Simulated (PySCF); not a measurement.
# F4Mn2 (Mn2(F)4): the cost of one run

The runs use PySCF 2.14.0; levels as typed in each script, gas phase, geometry from GFN2-xTB.

### Step 1. The starting structure

6 atoms, charge 0, spin multiplicity 11.

Bond lengths: Mn1–F2 1.773 Å, Mn1–F3 2.041 Å, Mn1–F6 2.043 Å, F3–Mn4 2.043 Å, Mn4–F5 1.773 Å, Mn4–F6 2.041 Å. Angles: F2–Mn1–F3 136.1°, F2–Mn1–F6 135.9°, F3–Mn1–F6 85.1°, Mn1–F3–Mn4 89.3°, F3–Mn4–F5 135.9°, F3–Mn4–F6 85.1°, F5–Mn4–F6 136.1°, Mn1–F6–Mn4 89.3°.

As a file:

```xyz
6
F4Mn2
Mn   -1.4353   -0.0009    0.0904
F    -2.9737    0.0015   -0.7915
F    -0.0007   -1.3810    0.5403
Mn    1.4353    0.0009    0.0904
F     2.9737   -0.0015   -0.7915
F     0.0007    1.3810    0.5403
```

### Step 2. Density, bond paths and surface potential (PBE/def2-svpd)

Contents of input.py:

```python
import numpy as np
from pyscf import gto, scf, dft
from pyscf.scf import atom_ks, atom_hf
from scipy.linalg import block_diag

def solve(mol, dm0=None, hcore=None):
    mf = (dft.UKS if mol.spin else dft.RKS)(mol, xc='pbe')
    mf.grids.level = 3
    mf = mf.density_fit(auxbasis='def2-universal-jkfit')
    mf.conv_tol, mf.max_cycle = 1e-8, 80
    if hcore is not None:
        mf.get_hcore = lambda *args: hcore
    mf.kernel(dm0)
    if not mf.converged:
        mf = mf.newton().run(mf.mo_coeff, mf.mo_occ, max_cycle=30)
    assert mf.converged, 'SCF not converged'
    return mf

mol = gto.M(atom='''
Mn    -1.43534    -0.00090     0.09040
F     -2.97369     0.00155    -0.79148
F     -0.00073    -1.38097     0.54035
Mn     1.43534     0.00090     0.09040
F      2.97369    -0.00155    -0.79148
F      0.00073     1.38097     0.54035
''', basis='def2-svpd', charge=0, spin=10, verbose=4)
mf = solve(mol)
mf.analyze()
# spherically averaged free atoms, for the promolecule
atm = atom_ks.get_atm_nrks(mol, xc='pbe')
pro = block_diag(*[(atm[a[0]][2] * atm[a[0]][3]) @ atm[a[0]][2].T for a in mol._atom])
np.savez('result.npz', e=mf.e_tot, c=mf.mo_coeff, occ=mf.mo_occ, eps=mf.mo_energy, pro=pro, dip=mf.dip_moment(verbose=0), s2=mf.spin_square()[0])
```

Run with:

```
$ OMP_NUM_THREADS=1 python input.py
```

Q: Estimate wall time and peak memory on 1 thread of Arm Neoverse V2, shared host.

About 75 s, with a peak of 0.58 GiB.
